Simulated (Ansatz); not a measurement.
# AlBrH₂O (SMILES [OH][AlH][Br]): functionals against CCSD(T) at one geometry

An exercise on one series of results from a longer session: the logs are not shown, and one member is left open.

The runs use Ansatz 0.2.0, Gaussian basis; single points in def2-TZVPP.

Cores are frozen in the correlated methods. Filled d shells of the heavier atoms are correlated.

## The system as given

SMILES `[OH][AlH][Br]`, 5 atoms, charge 0, spin multiplicity 1.

Atoms are counted from 1 here; the program's logs count them from 0.

Bond lengths: O1–Al2 1.645 Å, O1–H4 0.965 Å, Al2–Br3 2.235 Å, Al2–H5 1.500 Å. Angles: Al2–O1–H4 177.9°, O1–Al2–Br3 123.0°, O1–Al2–H5 118.1°, Br3–Al2–H5 118.8°.

As a file:

```xyz
5

O    -1.0598   -0.3373   -0.4244
Al    0.3648    0.2465    0.1536
Br    2.1285   -1.0562    0.5892
H    -1.8974   -0.6522   -0.7859
H     0.4811    1.7240    0.3879
```

Set-up of the first run:

File run/in.yaml:

```yaml
crystal:
  periodic: [false, false, false]
  atoms:
    - {symbol: O, position_ang: [-1.059800, -0.337300, -0.424400]}
    - {symbol: Al, position_ang: [0.364800, 0.246500, 0.153600]}
    - {symbol: Br, position_ang: [2.128500, -1.056200, 0.589200]}
    - {symbol: H, position_ang: [-1.897400, -0.652200, -0.785900]}
    - {symbol: H, position_ang: [0.481100, 1.724000, 0.387900]}
basis:
  gaussian: {orbitals: def2-TZVPP}
correlation: {method: ccsd_t}
output: {forces: true}
```

No record of the launch command was kept for these runs.

Steps of the session up to this table: CCSD(T)/def2-TZVPP; PBE0-D4/def2-TZVPP; wB97M-V/def2-TZVPP; r2SCAN-D4/def2-TZVPP; PBE-D4/def2-TZVPP; r2SCANh-D4/def2-TZVPP; LC-wPBE/def2-TZVPP.

One of the session's tables, all rows but one given; the rest of the session is left out.

| method | RMS force component (eV/Å) | angle to CCSD(T) forces (°) | dipole (D) |
| --- | --- | --- | --- |
| CCSD(T) | 0.563 | reference | 2.04 |
| PBE0-D4 | 0.566 | 5.7 | 2.02 |
| wB97M-V | 0.523 | 3.2 | 2.08 |
| r2SCAN-D4 | 0.535 | 4.8 | 2.06 |
| PBE-D4 | ? | ? | ? |
| r2SCANh-D4 | 0.562 | 6.4 | 2.06 |
| LC-wPBE | 0.540 | 8.0 | 2.13 |

Estimate the missing values for PBE-D4.

As computed: RMS force component (eV/Å): 0.494; angle to CCSD(T) forces (°): 15.9; dipole (D): 1.98. In the column «RMS force component (eV/Å)» it is the lowest.
